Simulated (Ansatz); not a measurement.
# CH7NSn: the cost of one run

Program: Ansatz 0.2.0, Gaussian basis. Level of theory: PBE0-D4, def2-SVP first, then def2-TZVP. These are calculated values, not measurements.

105 further runs of the same task are left out: 105 set aside as unsound or not needed. Runs told in other sessions of the task aren't counted.

## Step 1: The system as given

The guess: 10 atoms, charge 0, spin multiplicity 1.

Atoms are counted from 1 here; the program's logs count them from 0.

Bond lengths: Sn1–C2 2.545 Å, Sn1–N3 1.954 Å, Sn1–H4 2.180 Å, Sn1–H5 1.797 Å, Sn1–H6 1.797 Å, C2–H7 1.087 Å, C2–H8 1.087 Å, C2–H9 1.089 Å, N3–H10 1.015 Å. Angles: C2–Sn1–N3 70.8°, C2–Sn1–H4 33.6°, C2–Sn1–H5 111.3°, C2–Sn1–H6 111.7°, N3–Sn1–H4 37.2°, N3–Sn1–H5 127.7°, N3–Sn1–H6 127.5°, H4–Sn1–H5 126.2°, H4–Sn1–H6 126.5°, H5–Sn1–H6 101.2°, Sn1–C2–H7 121.2°, Sn1–C2–H8 122.3°, Sn1–C2–H9 85.9°, H7–C2–H8 110.1°, H7–C2–H9 105.4°, H8–C2–H9 105.2°, Sn1–N3–H10 132.1°.

As a file:

```
Sn   -1.0669    0.0368    0.7373
C     1.3261   -0.0566   -0.1227
N    -1.0847    0.0603   -1.2169
H     0.2337    0.0034   -1.0113
H    -1.3060    1.4236    1.8549
H    -1.4403   -1.3496    1.8177
H     1.8170    0.8288   -0.5182
H     1.7459   -0.9509   -0.5762
H     1.6177   -0.1040    0.9256
H    -1.8425    0.1081   -1.8902
```

Distances that are to change: C2–H4 1.41 Å, Sn1–C2 2.54 Å, N3–H4 1.34 Å.

## Step 2: Constrained relaxation of the guess

Contents of hold/in.yaml:

```yaml
crystal:
  periodic: [false, false, false]
  atoms:
    - {symbol: Sn, position_ang: [-1.066900, 0.036800, 0.737300]}
    - {symbol: C, position_ang: [1.326100, -0.056600, -0.122700]}
    - {symbol: N, position_ang: [-1.084700, 0.060300, -1.216900]}
    - {symbol: H, position_ang: [0.233700, 0.003400, -1.011300]}
    - {symbol: H, position_ang: [-1.306000, 1.423600, 1.854900]}
    - {symbol: H, position_ang: [-1.440300, -1.349600, 1.817700]}
    - {symbol: H, position_ang: [1.817000, 0.828800, -0.518200]}
    - {symbol: H, position_ang: [1.745900, -0.950900, -0.576200]}
    - {symbol: H, position_ang: [1.617700, -0.104000, 0.925600]}
    - {symbol: H, position_ang: [-1.842500, 0.108100, -1.890200]}
basis:
  gaussian: {orbitals: def2-SVP}
hamiltonian: {xc: pbe0, dispersion: d4}
relax: {f_tol: 0.04, max_steps: 150, escape_saddle: false, constraints: [{distance: [1, 3]}, {distance: [0, 1]}, {distance: [2, 3]}]}
```

Command:

```sh
$ ansatz run in.yaml --threads 4 --pin off --events-out ev --progress --plain --max-ram 9574MiB
```

**Question.** How long does this run take on 4 threads of Arm Neoverse V1, shared host?

About 18 s.
